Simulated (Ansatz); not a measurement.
# C2H6AlCl2N: how energies converge with the basis set

One table from this session's results is given with a row withheld; the runs are named, their logs left out.

Method: one geometry, several basis sets; program: Ansatz 0.2.0, Gaussian basis.

The runs, in order: PBE0-D4/def2-SVP; ωB97M-V/def2-SVP; PBE0-D4/def2-QZVPP; ωB97M-V/def2-QZVPP; the functionals' def2-TZVPP values are taken from earlier runs.

### The relaxed structure

All runs share one geometry, relaxed beforehand with PBE0-D4 in a triple-zeta def2 set.

12 atoms, charge 0, spin multiplicity 1.

Atoms are counted from 1 here; the program's logs count them from 0.

Bond lengths: C1–N2 1.445 Å, C1–H7 1.098 Å, C1–H8 1.098 Å, C1–H9 1.092 Å, N2–C3 1.445 Å, N2–Al4 1.753 Å, C3–H10 1.098 Å, C3–H11 1.092 Å, C3–H12 1.098 Å, Al4–Cl5 2.085 Å, Al4–Cl6 2.085 Å. Angles: N2–C1–H7 111.2°, N2–C1–H8 111.2°, N2–C1–H9 111.0°, H7–C1–H8 107.4°, H7–C1–H9 107.9°, H8–C1–H9 107.9°, C1–N2–C3 112.6°, C1–N2–Al4 123.7°, C3–N2–Al4 123.7°, N2–C3–H10 111.2°, N2–C3–H11 111.0°, N2–C3–H12 111.2°, H10–C3–H11 107.9°, H10–C3–H12 107.4°, H11–C3–H12 107.9°, N2–Al4–Cl5 120.3°, N2–Al4–Cl6 120.3°, Cl5–Al4–Cl6 119.3°.

Set-up of the first run:

Contents of in.yaml:

```yaml
crystal:
  periodic: [false, false, false]
  atoms:
    - {symbol: C, position_ang: [-1.295085, -0.507966, -0.300813]}
    - {symbol: N, position_ang: [0.011583, 0.025547, 0.011235]}
    - {symbol: C, position_ang: [1.058535, -0.964157, -0.106095]}
    - {symbol: Al, position_ang: [0.295477, 1.690846, 0.480937]}
    - {symbol: Cl, position_ang: [2.226425, 2.348633, 0.911674]}
    - {symbol: Cl, position_ang: [-1.294593, 3.032743, 0.614263]}
    - {symbol: H, position_ang: [-1.557614, -1.335319, 0.372194]}
    - {symbol: H, position_ang: [-1.331385, -0.895080, -1.328034]}
    - {symbol: H, position_ang: [-2.064356, 0.260381, -0.204223]}
    - {symbol: H, position_ang: [1.110862, -1.368250, -1.126066]}
    - {symbol: H, position_ang: [2.032248, -0.533685, 0.134823]}
    - {symbol: H, position_ang: [0.885002, -1.808893, 0.574105]}
basis:
  gaussian: {orbitals: def2-SVP}
hamiltonian: {xc: pbe0, dispersion: d4}
output: {orbitals: {seedname: orbitals}}
```

Started as:

```bash
ansatz run in.yaml --threads 4 --pin off --events-out ev --progress --plain --max-ram 11315MiB
```

Steps of the session up to this table: PBE0-D4 in def2-SVP; ωB97M-V in def2-SVP; PBE0-D4 in def2-QZVPP; ωB97M-V in def2-QZVPP.

One table of the session follows, with a row left open; its other results are not shown here.

It belongs to the step «Density functionals: the series». 

| functional | basis | HOMO (eV) |
| --- | --- | --- |
| PBE0-D4 | def2-SVP | ? |
| PBE0-D4 | def2-TZVPP | -6.84 |
| PBE0-D4 | def2-QZVPP | -6.87 |
| ωB97M-V | def2-SVP | -9.01 |
| ωB97M-V | def2-TZVPP | -9.13 |
| ωB97M-V | def2-QZVPP | -9.16 |

Q: Estimate the row for PBE0-D4, def2-SVP from the others.

As computed: HOMO (eV): -6.75. In the column «HOMO (eV)» it is the highest.
